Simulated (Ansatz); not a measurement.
Write a Python script for Ansatz's Python interface that makes a single point in a Gaussian basis of CH6AsB, SMILES CB[AsH2]. Settings: B2GP-PLYP, cc-pVDZ basis, multiplicity 1.

```xyz
9

C    -1.2724    0.3369    0.3274
B     0.0069   -0.5653    0.0695
As    1.8795    0.2259    0.2426
H    -1.8931    0.3668   -0.5915
H    -0.9620    1.3681    0.5943
H    -1.8660   -0.0948    1.1592
H    -0.1250   -1.6999   -0.2315
H     2.5240   -0.9916   -0.4973
H     1.7081    1.0538   -1.0728
```

Script `energy_ch6asb.py`:
```python
"""Single point of CH6AsB."""

from pathlib import Path

import ansatz

geometry_ang = [
    ("C", (-1.2724, 0.3369, 0.3274)),
    ("B", (0.0069, -0.5653, 0.0695)),
    ("As", (1.8795, 0.2259, 0.2426)),
    ("H", (-1.8931, 0.3668, -0.5915)),
    ("H", (-0.962, 1.3681, 0.5943)),
    ("H", (-1.866, -0.0948, 1.1592)),
    ("H", (-0.125, -1.6999, -0.2315)),
    ("H", (2.524, -0.9916, -0.4973)),
    ("H", (1.7081, 1.0538, -1.0728)),
]
mol = ansatz.Crystal.molecule()
for symbol, xyz in geometry_ang:
    mol = mol.atom(symbol, xyz)

job = (
    mol.calculation()
    .basis(gaussian="cc-pVDZ")
    .functional(ansatz.LibraryFunctional("B2GP-PLYP"))
    .orbitals()
)
out = job.run(threads=1, pin="off", runs_dir="runs")
report = out.report

print(f"E = {report['free_energy_ev']:.6f} eV = {report['free_energy_ev'] / 27.211386246:.7f} Ha")
print("converged:", report["converged"], " doubts:", report["published_state_doubts"] or "none")

field = report["mean_field"]
print("<S^2> =", round(abs(field["state"]["spin_squared"]), 4), " all-electron relativity setting:", field["relativity"])
print("passes:", field["passes"])
if "symmetry" in field:
    print("occupied orbitals by irrep:", field["symmetry"]["occupied"])

lines = Path(report["orbitals_path"]).read_text().splitlines()
field_of = lambda key: [line.split("=")[1].strip() for line in lines if line.startswith(key)]
orbitals = [(27.211386 * float(e), s, float(n)) for e, s, n in zip(field_of("Ene="), field_of("Spin="), field_of("Occup="))]
homo = max(e for e, _, n in orbitals if n > 0.5)
lumo = min(e for e, _, n in orbitals if n < 0.5)
for e, spin, n in sorted(orbitals):
    if homo - 10 < e < lumo + 5:
        print(f"{spin:6s} {e:10.3f} eV  occupation {n:.0f}")
```

```console
$ python energy_ch6asb.py
E = -62632.920190 eV = -2301.7173629 Ha
converged: True  doubts: none
<S^2> = 0.0  all-electron relativity setting: none
passes: {'evaluations': 17, 'products': 23}
occupied orbitals by irrep: [{'A': 25}, {'A': 25}]
Alpha     -15.308 eV  occupation 2
Alpha     -13.619 eV  occupation 2
Alpha     -13.458 eV  occupation 2
Alpha     -11.984 eV  occupation 2
Alpha     -11.023 eV  occupation 2
Alpha     -10.139 eV  occupation 2
Alpha      -8.557 eV  occupation 2
Alpha       0.473 eV  occupation 0
Alpha       2.421 eV  occupation 0
Alpha       2.784 eV  occupation 0
Alpha       3.984 eV  occupation 0
Alpha       4.131 eV  occupation 0
Alpha       5.251 eV  occupation 0
```

Notes:
- Total energies depend on the basis set; only differences at equal settings carry meaning.
- The geometry is a force-field or estimated start, not a minimum of this method, and the basis set is short of its limit.
- Alpha marks a spatial orbital of a restricted run, filled by both spins.
- Levels such as HOMO and LUMO are orbital energies: with these approximate functionals they aren't the ionisation energy and electron affinity, and their gap isn't the fundamental gap.
- For a double hybrid the total adds scaled second-order correlation to the self-consistent reference.
- Hardware and time: 3.8 s on 1 thread of Arm Neoverse V2, on a shared host, peak memory 0.21 GiB.
